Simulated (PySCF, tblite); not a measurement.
**C₆H₁₀FNSi₂: geometry, infrared bands and NMR shifts**

What infrared bands and NMR shifts should C₆H₁₀FNSi₂ (`N#C[C@@H]1CC[SiH2]/C(=C/F)[SiH2]1`) show?

The runs use tblite 0.8.0 and PySCF 2.14.0, with density-fitted response routines of our own; the level of theory stands in each step. All values are computed, except where a source is named. Atoms count from 0, in the outputs and in this text.

### 1 Starting geometry

20 atoms, charge 0, multiplicity 1; geometry from: force field or distance geometry start.

Bonds of the start (Å): N0–C1 1.16, C1–C2 1.48, C2–C3 1.54, C3–C4 1.49, C4–Si5 1.87, Si5–C6 1.85, C6–C7 1.33, C7–F8 1.36, C6–Si9 1.87, Si9–C2 1.85, C2–H10 1.11, C3–H11 1.11, C3–H12 1.12, C4–H13 1.09, C4–H14 1.12, Si5–H15 1.49, Si5–H16 1.45, C7–H17 1.08, Si9–H18 1.46, Si9–H19 1.48.

### 2 Geometry optimisation with GFN2-xTB

Job settings and geometry (Å):

```
{"job": {"kind": "relax", "xc": "GFN2-xTB", "basis": "xTB"}, "charge": 0, "multiplicity": 1}
N     -1.241900    -1.650600    -2.481000
C     -1.174600    -1.495200    -1.333000
C     -1.042900    -1.321500     0.126100
C     -1.705900     0.019200     0.476700
C     -1.269500     1.130700    -0.415800
Si     0.358600     1.742000     0.279600
C      1.479900     0.278200     0.083100
C      2.725500     0.385200    -0.379600
F      3.493700    -0.725100    -0.504300
Si     0.747100    -1.359600     0.597100
H     -1.584500    -2.140500     0.637100
H     -1.388600     0.248200     1.515200
H     -2.825100    -0.086300     0.505400
H     -1.998700     1.940300    -0.511800
H     -1.032000     0.698900    -1.423600
H      0.157800     1.882100     1.750200
H      0.863500     2.946400    -0.357700
H      3.142400     1.340300    -0.680600
H      1.486500    -2.483600     0.040700
H      0.803500    -1.338300     2.073300
```

Started as:

```
$ OMP_NUM_THREADS=1 python probes_run.py task.json out
```

The driver reads the jobs from task.json and runs them one after another.

**Question.** This job is followed by: GFN2-xTB harmonic vibrations, gas phase; GIAO PBE0/pcSseg-1 NMR shielding, non-relativistic, gas phase. What will the session give for the following? strongest single infrared mode (GFN2-xTB); zero-point energy (GFN2-xTB); ¹³C shifts against TMS (PBE0/pcSseg-1); ¹H shifts against TMS (PBE0/pcSseg-1); ¹⁵N shifts against NH3 (PBE0/pcSseg-1); ²⁹Si shifts against TMS (PBE0/pcSseg-1); ¹⁹F shifts against CFCl3 (PBE0/pcSseg-1).

**Answer**, as computed:

```
                                 quantity                                                           value
strongest single infrared mode (GFN2-xTB)                                           2221 cm⁻¹, 446 km/mol
             zero-point energy (GFN2-xTB)                                                   86.9 kcal/mol
   ¹³C shifts against TMS (PBE0/pcSseg-1)                        171.2, 125.2, 102.1, 26.9, 12.3, 9.1 ppm
    ¹H shifts against TMS (PBE0/pcSseg-1)  7.12, 5.05, 4.61, 4.53, 4.53, 2.58, 2.05, 1.77, 1.65, 0.89 ppm
   ¹⁵N shifts against NH3 (PBE0/pcSseg-1)                                                       302.1 ppm
  ²⁹Si shifts against TMS (PBE0/pcSseg-1)                                                -48.3, -49.6 ppm
 ¹⁹F shifts against CFCl3 (PBE0/pcSseg-1)                                                       -46.5 ppm
```

In words: The optimisation took 74 steps and gained 0.497 eV; among the close pairs (by a distance rule), C2–Si9 changed most, from 1.851 to 1.927 Å. No mode is imaginary among the 54: a minimum at this level. The strongest single mode, at 2221 cm⁻¹, moves mainly H19. GFN2-xTB is a fitted tight-binding method: band positions and strengths are rough. Its intensities can rank the bands wrongly. H17 (hydrogen on an alkene CH) lies farthest downfield among hydrogen, at 7.12 ppm; attached to an sp2 carbon and in the plane of the double bond. At PBE0/pcSseg-1: The widest tensor belongs to N0: span 500 ppm, with a paramagnetic part of -376 ppm.
